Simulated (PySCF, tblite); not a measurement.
# C₄H₉GeO radical: geometry, infrared bands and EPR parameters

What infrared bands and EPR parameters should C₄H₉GeO radical (`C=[C][GeH2][O]CC`) show?

The runs use tblite 0.8.0 and PySCF 2.14.0, with density-fitted response routines of our own; the level of theory stands in each step. All values are computed, except where a source is named. Atoms count from 0, in the outputs and in this text.

## Step 1: Starting geometry

15 atoms, charge 0, multiplicity 2; geometry from: force field or distance geometry start.

Bonds of the start (Å): C0–C1 1.34, C1–Ge2 1.93, Ge2–O3 1.81, O3–C4 1.39, C4–C5 1.53, C0–H6 1.08, C0–H7 1.08, Ge2–H8 1.55, Ge2–H9 1.54, C4–H10 1.12, C4–H11 1.11, C5–H12 1.10, C5–H13 1.11, C5–H14 1.10.

## Step 2: Relaxing the molecule with GFN2-xTB

Job settings and geometry (Å):

```
{"job": {"kind": "relax", "xc": "GFN2-xTB", "basis": "xTB"}, "charge": 0, "multiplicity": 2}
C      2.799200    -0.065600    -0.908600
C      2.149600     0.944400    -0.316100
Ge     0.976400     0.609400     1.175300
O     -0.336800    -0.516600     0.658800
C     -1.231700     0.179400    -0.148700
C     -2.342200    -0.759100    -0.612300
H      3.455500     0.147700    -1.742900
H      2.658800    -1.082900    -0.573700
H      0.361100     1.949900     1.658300
H      1.768000    -0.023800     2.338200
H     -0.715700     0.567100    -1.064600
H     -1.701700     1.021500     0.402700
H     -3.056100    -0.210100    -1.251200
H     -2.880800    -1.155200     0.269100
H     -1.908100    -1.598200    -1.179600
```

Launch:

```bash
$ OMP_NUM_THREADS=1 python probes_run.py task.json out
```

This one command runs all jobs of the session in turn.

What it wrote:

```text
step      E/eV     max force
  0    -517.31591    2.274
  1    -517.40408    1.945
  2    -517.45744    0.633
  3    -517.48810    0.427
  4    -517.50726    0.358
  5    -517.52124    0.312
  6    -517.53518    0.287
  7    -517.54849    0.408
  8    -517.56294    0.435
  9    -517.57638    0.274
 10    -517.58748    0.274
 11    -517.59683    0.298
 12    -517.60795    0.337
 13    -517.62333    0.343
 14    -517.64169    0.332
 15    -517.65817    0.305
 16    -517.66998    0.299
 17    -517.67982    0.296
 18    -517.69034    0.284
 19    -517.70096    0.292
 20    -517.70962    0.232
 21    -517.71558    0.206
 22    -517.71969    0.176
 23    -517.72262    0.127
 24    -517.72464    0.108
 25    -517.72597    0.082
 26    -517.72687    0.082
 27    -517.72764    0.076
 28    -517.72848    0.111
 29    -517.72976    0.125
 30    -517.73121    0.106
 31    -517.73294    0.102
 32    -517.73458    0.084
 33    -517.73581    0.091
 34    -517.73668    0.077
 35    -517.73747    0.080
 36    -517.73839    0.074
 37    -517.73956    0.117
 38    -517.74077    0.123
 39    -517.74167    0.073
 40    -517.74219    0.059
 41    -517.74257    0.055
 42    -517.74311    0.086
 43    -517.74394    0.109
 44    -517.74489    0.088
 45    -517.74569    0.073
 46    -517.74636    0.079
 47    -517.74717    0.114
 48    -517.74841    0.157
 49    -517.75042    0.170
 50    -517.75215    0.135
 51    -517.75371    0.103
 52    -517.75507    0.103
 53    -517.75648    0.127
 54    -517.75707    0.133
 55    -517.75856    0.091
 56    -517.75946    0.080
 57    -517.76051    0.067
 58    -517.76098    0.066
 59    -517.76149    0.050
 60    -517.76197    0.067
 61    -517.76279    0.109
 62    -517.76377    0.121
 63    -517.76467    0.094
 64    -517.76515    0.041
 65    -517.76541    0.037
 66    -517.76558    0.034
 67    -517.76593    0.040
 68    -517.76619    0.033
 69    -517.76647    0.036
 70    -517.76667    0.033
 71    -517.76687    0.043
 72    -517.76711    0.048
 73    -517.76742    0.041
 74    -517.76774    0.048
 75    -517.76802    0.037
 76    -517.76826    0.043
 77    -517.76853    0.047
 78    -517.76889    0.046
 79    -517.76941    0.078
 80    -517.76995    0.059
 81    -517.77046    0.040
 82    -517.77070    0.035
 83    -517.77091    0.042
 84    -517.77107    0.034
 85    -517.77123    0.033
 86    -517.77132    0.024
 87    -517.77139    0.021
 88    -517.77145    0.024
 89    -517.77152    0.022
 90    -517.77158    0.017
 91    -517.77162    0.013
 92    -517.77164    0.010
 93    -517.77165    0.008
```

Run time: 0.41 s. Hardware: 1 thread of Arm Neoverse V2, shared host.

Relaxation path: (not every step is listed)

| step | energy from step 0 (eV) | largest force (eV/Å) |
| --- | --- | --- |
| 0 | 0.0000 | 2.2740 |
| 1 | -0.0882 | 1.9448 |
| 2 | -0.1415 | 0.6331 |
| 3 | -0.1722 | 0.4272 |
| 4 | -0.1913 | 0.3581 |
| 5 | -0.2053 | 0.3120 |
| 6 | -0.2193 | 0.2869 |
| 7 | -0.2326 | 0.4084 |
| 8 | -0.2470 | 0.4350 |
| 16 | -0.3541 | 0.2990 |
| 24 | -0.4087 | 0.1084 |
| 32 | -0.4187 | 0.0842 |
| 40 | -0.4263 | 0.0592 |
| 48 | -0.4325 | 0.1570 |
| 56 | -0.4435 | 0.0803 |
| 64 | -0.4492 | 0.0413 |
| 72 | -0.4512 | 0.0484 |
| 80 | -0.4540 | 0.0586 |
| 88 | -0.4555 | 0.0239 |
| 89 | -0.4556 | 0.0220 |
| 90 | -0.4557 | 0.0166 |
| 91 | -0.4557 | 0.0132 |
| 92 | -0.4557 | 0.0099 |
| 93 | -0.4557 | 0.0078 |

Distances of close pairs at the start and the end, largest changes first:

| bond | before (Å) | after (Å) | change (Å) |
| --- | --- | --- | --- |
| Ge2–O3 | 1.805 | 1.750 | -0.055 |
| C0–C1 | 1.339 | 1.294 | -0.045 |
| Ge2–H8 | 1.552 | 1.511 | -0.041 |
| Ge2–H9 | 1.543 | 1.505 | -0.038 |
| C4–H10 | 1.120 | 1.098 | -0.022 |
| C5–H13 | 1.106 | 1.087 | -0.019 |
| O3–C4 | 1.392 | 1.411 | +0.019 |
| C1–Ge2 | 1.927 | 1.909 | -0.018 |

The final coordinates are the input of the step that follows.

## Step 3: Infrared spectrum with GFN2-xTB

Job settings and geometry (Å):

```
{"job": {"kind": "ir", "xc": "GFN2-xTB", "basis": "xTB"}, "charge": 0, "multiplicity": 2}
C      2.921433    -0.066960    -1.029341
C      1.977264     0.446928    -0.308694
Ge     0.972271     0.520501     1.312123
O     -0.652463    -0.015446     0.943696
C     -1.417340     0.356743    -0.181549
C     -2.332319    -0.795480    -0.568228
H      3.107556     0.256726    -2.048461
H      3.604595    -0.843512    -0.687867
H      0.977657     1.958404     1.777331
H      1.277860    -0.430514     2.437400
H     -0.763945     0.612615    -1.026637
H     -2.016092     1.243001     0.062795
H     -2.944195    -0.515243    -1.421880
H     -2.978701    -1.050395     0.267678
H     -1.737996    -1.669378    -0.823728
```

What it wrote:

```text
mode    cm-1     km/mol
  1      17.6      0.64
  2      63.3      1.14
  3      87.3      4.00
  4     117.4      7.94
  5     157.6      6.33
  6     203.2      3.18
  7     242.6      7.73
  8     316.5     13.14
  9     354.1     18.37
 10     458.7    113.07
 11     500.1     46.98
 12     553.6     69.87
 13     609.6     55.84
 14     687.9    211.45
 15     798.5    213.74
 16     831.0      5.31
 17     875.6     48.40
 18     890.4      3.38
 19     943.2     29.74
 20    1081.3     45.20
 21    1115.9     87.69
 22    1146.4     11.66
 23    1264.6      0.76
 24    1342.4     14.38
 25    1349.2     11.12
 26    1398.6      8.76
 27    1477.4      2.63
 28    1485.4      0.77
 29    1496.6      2.41
 30    1751.7      6.05
 31    1892.3    252.75
 32    1931.3    481.18
 33    2862.2     57.48
 34    2896.2     57.44
 35    2901.0     14.13
 36    2979.7     12.29
 37    3036.5     26.87
 38    3039.7     36.51
 39    3045.6     23.28
```

It took 0.32 s on 1 thread of Arm Neoverse V2, shared host.

The strongest bands and the atoms that carry them (share of the mass-weighted mode):

| cm⁻¹ | km/mol | atoms |
| --- | --- | --- |
| 459 | 113.1 | H9 42 %, H8 30 %, C1 14 % |
| 554 | 69.9 | O3 44 %, H9 13 %, C4 13 % |
| 688 | 211.4 | H8 62 %, H9 30 % |
| 798 | 213.7 | H8 53 %, H9 44 % |
| 1116 | 87.7 | C4 35 %, O3 18 %, H12 15 %, C5 11 % |
| 1892 | 252.8 | H8 73 %, H9 26 % |
| 1931 | 481.2 | H9 73 %, H8 26 % |
| 2862 | 57.5 | H10 78 %, H11 13 % |

## Step 4: EPR parameters: B3LYP/def2-TZVP-core+pcH-1

The job, as its differences from that of step 3:

```diff
@@ -1,2 +1,2 @@
-{"job": {"kind": "ir", "xc": "GFN2-xTB", "basis": "xTB"}, "charge": 0, "multiplicity": 2}
+{"job": {"kind": "epr", "basis": "pcH-1"}, "charge": 0, "multiplicity": 2}
 C      2.921433    -0.066960    -1.029341
```

With the program's defaults for keys left out, this is: UKS B3LYP, def2-TZVP-core on Ge, pcH-1 on C H O, non-relativistic, mean-field spin-orbit, GIAO.

What it wrote:

```text
UKS, coarse grid
  cycle   1  E = -2309.87093807  |g| = 1.44e+00
  cycle   2  E = -2309.38390203  |g| = 1.50e+00
  cycle   3  E = -2309.91961579  |g| = 6.50e-01
  cycle   4  E = -2310.05590909  |g| = 1.77e-01
  cycle   5  E = -2310.06287537  |g| = 5.41e-02
  cycle   6  E = -2310.06379432  |g| = 1.62e-02
  cycle   7  E = -2310.06391985  |g| = 5.60e-03
  cycle   8  E = -2310.06394296  |g| = 2.08e-03
  cycle   9  E = -2310.06394611  |g| = 9.91e-04
UKS, final grid
  cycle   1  E = -2310.06395615  |g| = 9.96e-04
  cycle   2  E = -2310.06395637  |g| = 1.48e-03
  cycle   3  E = -2310.06395737  |g| = 3.27e-04
  cycle   4  E = -2310.06395756  |g| = 2.57e-04
  cycle   5  E = -2310.06395774  |g| = 3.94e-05
  cycle   6  E = -2310.06395774  |g| = 3.64e-05
  cycle   7  E = -2310.06395774  |g| = 8.43e-06
E = -2310.06395774 Eh   <S^2> = 0.7585 (exact 0.7500)
g shifts (ppm)      1          2          3
  rmc          -141       -141       -141
  gc             18         21         32
  oz_so       -1244        -62        173
  total       -1367       -182         65
hyperfine (MHz)  atom isotope    a_iso     a_fc   dipolar eigenvalues
    0   13C     -39.84     -39.83    -16.22      3.18     13.04
    1   13C     186.79     187.06    -77.70    -60.23    137.92
    2  73Ge      -0.16      -0.13     -4.37      1.35      3.02
    3   17O      -2.21      -2.19     -1.30      0.44      0.86
    4   13C       1.19       1.17     -1.13     -0.48      1.61
    5   13C      -0.18      -0.18     -0.24     -0.18      0.43
    6    1H     151.67     151.67     -5.86     -4.28     10.14
    7    1H     188.10     188.11     -4.82     -2.00      6.82
    8    1H      -2.75      -2.75     -3.59     -2.59      6.19
    9    1H      95.91      95.92     -2.50     -1.36      3.86
   10    1H       3.00       3.00     -4.37     -3.07      7.44
   11    1H       0.80       0.80     -1.26     -1.01      2.27
   12    1H       0.33       0.33     -0.61     -0.58      1.18
   13    1H       1.13       1.13     -0.56     -0.51      1.07
   14    1H       0.04       0.04     -0.91     -0.86      1.77
```

Wall time 2.5 min (1 thread of Arm Neoverse V2, shared host); peak memory 1.2 GiB.

Principal g values 2.00095, 2.00214, 2.00238; g(iso) = 2.00182, against 2.00232 for a free electron.

Hyperfine couplings; where a row names several nuclei, a(iso) is their mean (it holds for fast rotation or exchange) and the dipolar term the largest among them:

| nuclei | isotope | a(iso) (MHz) | a(iso) (G, at g = 2.0023) | largest dipolar term (MHz) |
| --- | --- | --- | --- | --- |
| H7 | 1H | 188.1 | 67.1 | 6.8 |
| C1 | 13C | 186.8 | 66.6 | 137.9 |
| H6 | 1H | 151.7 | 54.1 | 10.1 |
| H8, H9 | 1H | 46.6 | 16.6 | 6.2 |
| C0 | 13C | -39.8 | -14.2 | -16.2 |
| O3 | 17O | -2.2 | -0.8 | -1.3 |
| H10, H11 | 1H | 1.9 | 0.7 | 7.4 |
| C4 | 13C | 1.2 | 0.4 | 1.6 |
| H12, H13, H14 | 1H | 0.5 | 0.2 | 1.8 |
| C5 | 13C | -0.2 | -0.1 | 0.4 |
| Ge2 | 73Ge | -0.2 | -0.1 | -4.4 |

Mulliken spin populations:

C0 -0.17; C1 0.96; Ge2 0.00; O3 0.00; C4 0.00; C5 0.00; H6 0.06; H7 0.09; H8 0.00; H9 0.06; H10 0.00; H11 0.00; H12 0.00; H13 0.00; H14 0.00

In first order the couplings over 0.8 MHz of 1H give 36 distinct lines over 155.8 G, if the averaged nuclei exchange fast; the same motion can average rows kept apart here too.

The fields below are evaluated on a grid from the run's orbitals.

ELF in a plane through or near 4 of the atoms.

Ten even steps from ' ' (0.00) to '@' (0.99):
```
                                                        
                                                        
                                                        
                  ..::::..                              
                  ::==++==..                            
                ..----::::..::====..                    
                ..::::++==..**####--                    
              ..----::****..%%####::                    
          ::--++##%%**::..==####%%--::..::--::          
        ..--++****==%%##::..==**==++##==++++--          
        ::++**%%%%..++**::  ..==++@@%%--++++::          
        ::**==::**@@##**::  ::==--++++==@@%%++          
        ..++**--++****==..        ..==%%@@@@@@::        
          ==%%%%##==--::            ..**@@@@%%..        
          ==%%%%++::..                ::++**--          
          ..::::..                                      
                                                        
                                                        
                                                        
                                                        
```
The map spans 12.2 Å across and 10.0 Å up, centred on the molecule. Atoms in the plane (x, y in Å): C0 (-2.9, -1.0), C1 (-2.0, -0.1), Ge2 (-1.0, 1.4), H12 (3.0, -1.3).

On the surface of density 0.002 e/bohr³ the electrostatic potential runs, from the 1st to the 99th percentile, from -1.35 V near O3 to 1.12 V near H9.

The spin density lies nearest to C1 69 %; H7 7 %; C0 6 % (beta excess).

## Step 5: Summary of results

| quantity | value |
| --- | --- |
| strongest single infrared mode (GFN2-xTB) | 1931 cm⁻¹, 481 km/mol |
| zero-point energy (GFN2-xTB) | 68.9 kcal/mol |
| g(iso) (B3LYP) | 2.00182 |
| ⟨S²⟩ | 0.759 (exact 0.75) |
| largest a(iso) (averaged by class) | 1H on H7, 188.1 MHz |
| potential on the surface of density 0.002 e/bohr³, 1st and 99th percentile | -1.35 V and 1.12 V |

What this shows: Relaxing lowered the energy by 0.456 eV in 93 steps; the close pair that moved most is Ge2–O3, from 1.805 to 1.750 Å. All 39 modes are real, so the xTB geometry is a minimum. The strongest single mode, at 1931 cm⁻¹, moves mainly H9. GFN2-xTB is a fitted tight-binding method: band positions and strengths are rough. Its intensities can rank the bands wrongly. Most of the unpaired spin sits on C1 (0.96 e). The isotropic g lies 0.5 ppt below the free-electron value. The hyperfine terms hold no scalar relativity, which the heavier nuclei need. These values are for one conformer; the search (at its own cheap level) found 2 more, at 0.54, 1.07 kcal/mol, and measured spectra average over such forms.
